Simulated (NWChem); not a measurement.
# InHClF (SMILES [F][InH][Cl]) at 3 levels

Wanted: a comparison of 3 runs (B3LYP/def2-SVP, B3LYP/def2-TZVP, B3LYP/def2-TZVPP) of InHClF. 

The calculation is run with NWChem 7.3.0.

3 further runs of the same task are left out: 3 that didn't finish.

### Step 1. The system as given

The species is InHClF (4 atoms), meant as a singlet with charge 0. As SMILES, `[F][InH][Cl]`. The coordinates come from a PBE0-D4/def2-TZVP relaxation.

Bond lengths: F1–In2 1.939 Å, In2–Cl3 2.305 Å, In2–H4 1.688 Å. Angles: F1–In2–Cl3 109.3°, F1–In2–H4 121.8°, Cl3–In2–H4 128.9°.

### Step 2. A single-point energy at B3LYP/def2-SVP (core potential) (run 1)

Contents of struct.nw:

```
start struct
title "ClFHIn B3LYP"
memory 2200 mb
charge 0

geometry noautosym nocenter noautoz
F    -1.569200   -0.190500    0.987800
In   -0.021100    0.130300   -0.135600
Cl    1.671100   -1.313100    0.468200
H    -0.025300    1.312800   -1.340700
end

basis spherical bse
* library def2-SVP
end

ecp bse
In library def2-SVP
end

dft
xc b3lyp
mult 1
grid fine
convergence energy 1e-08
iterations 100
mulliken
noprint "final vectors analysis"
end

task dft
```

Started as:

```sh
$ nwchem struct.nw > struct.out
```

The log of the run:

```text
[...]
          Wavefunction type:  closed shell.
          No. of atoms     :     4
          No. of electrons :    48
[...]
          Charge           :     0
          Spin multiplicity:     1
[...]
          AO basis - number of functions:    63
[...]
              XC Information
              --------------
                         B3LYP Method XC Potential
                     Hartree-Fock (Exact) Exchange  0.200
                        Slater Exchange Functional  0.800 local
                    Becke 1988 Exchange Functional  0.720 non-local
              Lee-Yang-Parr Correlation Functional  0.810
                  VWN I RPA Correlation Functional  0.190 local
[...]
 d= 0,ls=0.0,diis     1   -750.5868425291 -9.18D+02  3.45D-02  7.39D-01     1.1
[...]
 d= 0,ls=0.0,diis    10   -750.6900073880 -1.37D-09  4.64D-07  9.15D-10     7.2
         Total DFT energy =     -750.690007388030
      One electron energy =    -1444.691675545610
           Coulomb energy =      582.511250187091
    Exchange-Corr. energy =      -55.965630883535
 Nuclear repulsion energy =      167.456048854024
[...]
      Total Density - Mulliken Population Analysis
     ---------------------------------------------
    Atom       Charge   Shell Charges
 -----------   ------   -------------------------------------------------------
    1 F    9     9.43   1.99  1.12  0.84  3.32  2.16  0.00
    2 In  21    20.26  -0.60  2.60  0.89  0.15  2.78  3.23  0.86  0.19  9.65  0.50
    3 Cl  17    17.25   2.00  1.98  1.27  0.68  5.93  2.14  3.23  0.01
    4 H    1     1.06   0.66  0.39  0.01
[...]
```

Run time: 8.1 s. Hardware: 1 thread of AMD EPYC 9R14 (Zen 4), shared host; peak memory 0.12 GiB.

### Step 3. The energy at B3LYP/def2-TZVP (core potential) (run 2)

Contents of clfhin.nw:

```
start clfhin
memory 2200 mb

geometry units angstroms noautosym nocenter noautoz
  F     -1.569200    -0.190500     0.987800
  In    -0.021100     0.130300    -0.135600
  Cl     1.671100    -1.313100     0.468200
  H     -0.025300     1.312800    -1.340700
end

basis spherical bse
  * library def2-TZVP
end

ecp bse
  In library def2-TZVP
end

dft
  xc b3lyp
  grid fine
  convergence energy 1e-08
  maxiter 100
  mulliken
  noprint "final vectors analysis"
end

task dft energy
```

Started as:

```sh
$ nwchem clfhin.nw > clfhin.out
```

The log of the run:

```text
[...]
          Wavefunction type:  closed shell.
          No. of atoms     :     4
          No. of electrons :    48
[...]
          Charge           :     0
          Spin multiplicity:     1
[...]
          AO basis - number of functions:   124
[...]
              XC Information
              --------------
                         B3LYP Method XC Potential
                     Hartree-Fock (Exact) Exchange  0.200
                        Slater Exchange Functional  0.800 local
                    Becke 1988 Exchange Functional  0.720 non-local
              Lee-Yang-Parr Correlation Functional  0.810
                  VWN I RPA Correlation Functional  0.190 local
[...]
 d= 0,ls=0.0,diis     1   -750.8816749571 -9.18D+02  1.84D-02  1.25D+00     3.8
[...]
 d= 0,ls=0.0,diis    11   -750.9938860383 -6.82D-10  1.80D-07  4.90D-10    30.3
         Total DFT energy =     -750.993886038319
      One electron energy =    -1445.038186904434
           Coulomb energy =      582.554319200000
    Exchange-Corr. energy =      -55.966067187909
 Nuclear repulsion energy =      167.456048854024
[...]
      Total Density - Mulliken Population Analysis
     ---------------------------------------------
    Atom       Charge   Shell Charges
 -----------   ------   -------------------------------------------------------
    1 F    9     9.48   0.77  1.20  0.62  0.96  0.40  2.27  2.09  1.16  0.00  0.01  0.00
    2 In  21    20.12   0.40 -0.84  1.62  0.82  0.86  0.19 -0.41  6.40  0.57  0.26  0.04  8.84  1.16  0.14  0.01  0.07
    3 Cl  17    17.35   2.01  0.43  1.52  1.15  0.82  4.19  1.67  1.14  2.78  1.62  0.00  0.02  0.00
    4 H    1     1.05   0.22  0.51  0.31  0.01
[...]
```

It took 31 s on 1 thread of AMD EPYC 9R14 (Zen 4), shared host; peak memory 0.12 GiB.

### Step 4. The energy at B3LYP/def2-TZVPP (core potential) (run 3)

Contents of geom.xyz:

```xyz
4

F     -1.569200    -0.190500     0.987800
In    -0.021100     0.130300    -0.135600
Cl     1.671100    -1.313100     0.468200
H     -0.025300     1.312800    -1.340700
```

Contents of geom.nw:

```
start geom
memory 2200 mb
charge 0

geometry noautosym nocenter noautoz
  load geom.xyz
end

basis "ao basis" spherical bse
  * library def2-TZVPP
end

ecp bse
  In library def2-TZVPP
end

dft
  xc b3lyp
  grid fine
  convergence energy 1e-08
  maxiter 100
  mulliken
  noprint "final vectors analysis"
end

task dft energy
```

Started as:

```sh
$ nwchem geom.nw > geom.out
```

The log of the run:

```text
[...]
          Wavefunction type:  closed shell.
          No. of atoms     :     4
          No. of electrons :    48
[...]
          Charge           :     0
          Spin multiplicity:     1
[...]
          AO basis - number of functions:   137
[...]
              XC Information
              --------------
                         B3LYP Method XC Potential
                     Hartree-Fock (Exact) Exchange  0.200
                        Slater Exchange Functional  0.800 local
                    Becke 1988 Exchange Functional  0.720 non-local
              Lee-Yang-Parr Correlation Functional  0.810
                  VWN I RPA Correlation Functional  0.190 local
[...]
 d= 0,ls=0.0,diis     1   -750.8818715713 -9.18D+02  1.66D-02  1.26D+00     4.1
[...]
 d= 0,ls=0.0,diis    11   -750.9940814266 -9.17D-10  1.71D-07  6.19D-10    33.9
         Total DFT energy =     -750.994081426563
      One electron energy =    -1445.041123016364
           Coulomb energy =      582.557295502374
    Exchange-Corr. energy =      -55.966302766597
 Nuclear repulsion energy =      167.456048854024
[...]
      Total Density - Mulliken Population Analysis
     ---------------------------------------------
    Atom       Charge   Shell Charges
 -----------   ------   -------------------------------------------------------
    1 F    9     9.48   0.77  1.20  0.62  0.96  0.40  2.27  2.09  1.16  0.00  0.01  0.00
    2 In  21    20.10   0.40 -0.84  1.62  0.82  0.86  0.19 -0.41  6.40  0.57  0.26  0.04  8.84  1.16  0.14  0.01  0.07
    3 Cl  17    17.35   2.01  0.43  1.52  1.15  0.82  4.19  1.67  1.14  2.78  1.62  0.00  0.00  0.02  0.00
    4 H    1     1.07   0.22  0.51  0.32  0.00  0.01  0.00
[...]
```

Run time: 35 s. Hardware: 1 thread of AMD EPYC 9R14 (Zen 4), shared host; peak memory 0.12 GiB.

### Step 5. All runs side by side

```csv
run,level,core potential,energy (Eh),dipole moment (D),wall time
1,B3LYP/def2-SVP (core potential),def2-SVP,-750.690007,2.86,8.1 s
2,B3LYP/def2-TZVP (core potential),def2-TZVP,-750.993886,3.00,31 s
3,B3LYP/def2-TZVPP (core potential),def2-TZVPP,-750.994081,3.00,35 s
```

### Step 6. Results

```
            quantity          value
 run 3: total energy  -750.99408 Eh
run 3: dipole moment         3.00 D
```

What this shows: The dipole moment (its size) runs from 2.86 D (B3LYP/def2-SVP) to 3.00 D (B3LYP/def2-TZVP). All runs together took 74 s, the longest 35 s.
